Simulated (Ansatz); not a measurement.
What does this script print? It uses the Python package of Ansatz (0.2.0).

The script, `phonons.py`:
```python
"""Harmonic phonons of CsRb3."""

from pathlib import Path
import warnings

import ansatz as az
import numpy as np
from pymatgen.core import Lattice, Structure
from pymatgen.io.ase import AseAtomsAdaptor

warnings.simplefilter("ignore", az.DeckWarning)

pmg_structure = Structure(
    Lattice([(0.0, 5.848416, 5.848416), (5.848416, 0.0, 5.848416), (5.848416, 5.848416, 0.0)]),
    ["Cs", "Rb", "Rb", "Rb"],
    [
        (0.0, 0.0, 0.0),
        (0.25, 0.25, 0.25),
        (0.75, 0.75, 0.75),
        (0.5, 0.5, 0.5),
    ],
)
system = az.Crystal.from_ase(AseAtomsAdaptor.get_atoms(pmg_structure))

# the cell itself: zone-centre modes alone
model = (
    system.calculation()
    .functional("pbesol")
    .occupations("cold", width=0.1)
    .kpoints(4, 4, 4)
    .phonons("fd", supercell=1)
)
done = model.run(threads=1, runs_dir="runs")
folder = Path(done.output_folder) / "results"
ph = done.phonons

for mode, w in enumerate(ph.gamma_omega_inv_cm, start=1):
    print(f"Gamma mode {mode:2d}: {w:8.1f} 1/cm  {w / 33.35641:7.3f} THz")
print(f"{ph.n_members} displaced supercells, sum-rule residual {ph.asr_residual_pre_ev_ang2:.1e} eV/A^2")
optical = np.sort(ph.gamma_omega_inv_cm)
print("imaginary modes at Gamma:", int((optical < -10).sum()), "- highest mode", round(float(optical[-1]), 1), "1/cm")
```

```console
$ python phonons.py
Gamma mode  1:      0.0 1/cm    0.000 THz
Gamma mode  2:      0.0 1/cm    0.000 THz
Gamma mode  3:      0.0 1/cm    0.000 THz
Gamma mode  4:     30.0 1/cm    0.901 THz
Gamma mode  5:     30.0 1/cm    0.901 THz
Gamma mode  6:     30.0 1/cm    0.901 THz
Gamma mode  7:     30.9 1/cm    0.925 THz
Gamma mode  8:     30.9 1/cm    0.925 THz
Gamma mode  9:     30.9 1/cm    0.925 THz
Gamma mode 10:     37.9 1/cm    1.136 THz
Gamma mode 11:     37.9 1/cm    1.136 THz
Gamma mode 12:     37.9 1/cm    1.136 THz
3 displaced supercells, sum-rule residual 3.5e-05 eV/A^2
imaginary modes at Gamma: 0 - highest mode 37.9 1/cm
```

The cell isn't relaxed first, so the values belong to this volume. The mesh is modest for a metal, so energies can be off by several to tens of meV an atom and pressures by half a GPa or more; differences at equal mesh fare better. The structure comes from a database of computed cells and needn't be a stable or known phase. The structure is taken as given and the supercell is small; imaginary modes can come from an unrelaxed or unstable start. Phonons of metals also depend on mesh and smearing. Wall time of the script: 66 s on 1 thread of Arm Neoverse N1 (shared host), peak memory 0.71 GiB.
